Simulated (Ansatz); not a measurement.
# CH3AlO2S: basis-set convergence

One table from this session's results is given with a row withheld; the runs are named, their logs left out.

Program: Ansatz 0.2.0, Gaussian basis. Level of theory: one geometry, several basis sets. These are calculated values, not measurements.

Levels to be run: PBE0-D4/def2-SVP; ωB97M-V/def2-SVP; PBE0-D4/def2-QZVPP; ωB97M-V/def2-QZVPP; the functionals' def2-TZVPP values are taken from earlier runs.

## The relaxed structure

All runs share one geometry, relaxed beforehand with PBE0-D4 in a triple-zeta def2 set.

SMILES `O=[C](S)[AlH][OH]`, 8 atoms, charge 0, spin multiplicity 1.

Atoms are counted from 1 here; the program's logs count them from 0.

Bond lengths: O1–C2 1.203 Å, C2–S3 1.811 Å, C2–Al4 2.013 Å, S3–H6 1.343 Å, Al4–O5 1.688 Å, Al4–H7 1.569 Å, O5–H8 0.955 Å. Angles: O1–C2–S3 119.0°, O1–C2–Al4 120.5°, S3–C2–Al4 120.5°, C2–S3–H6 95.4°, C2–Al4–O5 119.5°, C2–Al4–H7 121.1°, O5–Al4–H7 119.4°, Al4–O5–H8 127.7°.

The first run:

The input, in.yaml:

```yaml
crystal:
  periodic: [false, false, false]
  atoms:
    - {symbol: O, position_ang: [1.300590, -1.341448, 1.495675]}
    - {symbol: C, position_ang: [0.828545, -0.423445, 0.877903]}
    - {symbol: S, position_ang: [1.070362, 1.263644, 1.489339]}
    - {symbol: Al, position_ang: [-0.247367, -0.760153, -0.789404]}
    - {symbol: O, position_ang: [-1.474010, 0.317047, -1.218154]}
    - {symbol: H, position_ang: [0.407137, 1.858101, 0.484087]}
    - {symbol: H, position_ang: [0.023852, -2.016486, -1.689851]}
    - {symbol: H, position_ang: [-1.817009, 1.045639, -0.705395]}
basis:
  gaussian: {orbitals: def2-SVP}
hamiltonian: {xc: pbe0, dispersion: d4}
output: {orbitals: {seedname: orbitals}}
```

On the command line:

```console
> ansatz run in.yaml --threads 2 --pin off --events-out ev --progress --plain --max-ram 4352MiB
```

Among the steps run: PBE0-D4 in def2-SVP; ωB97M-V in def2-SVP; PBE0-D4 in def2-QZVPP; ωB97M-V in def2-QZVPP.

One table of the session follows, with a row left open; its other results are not shown here.

It belongs to the step «Functionals by basis». 

| functional | basis | HOMO (eV) | LUMO (eV) |
| --- | --- | --- | --- |
| PBE0-D4 | def2-SVP | -6.79 | -1.85 |
| PBE0-D4 | def2-TZVPP | -6.94 | -2.03 |
| PBE0-D4 | def2-QZVPP | -6.98 | -2.07 |
| ωB97M-V | def2-SVP | ? | ? |
| ωB97M-V | def2-TZVPP | -9.10 | -0.12 |
| ωB97M-V | def2-QZVPP | -9.15 | -0.23 |

Q: Estimate the row for ωB97M-V, def2-SVP from the others.

As computed: HOMO (eV): -8.91; LUMO (eV): 0.12. In the column «HOMO (eV)» it lies between ωB97M-V, def2-TZVPP (-9.10) and PBE0-D4, def2-QZVPP (-6.98).
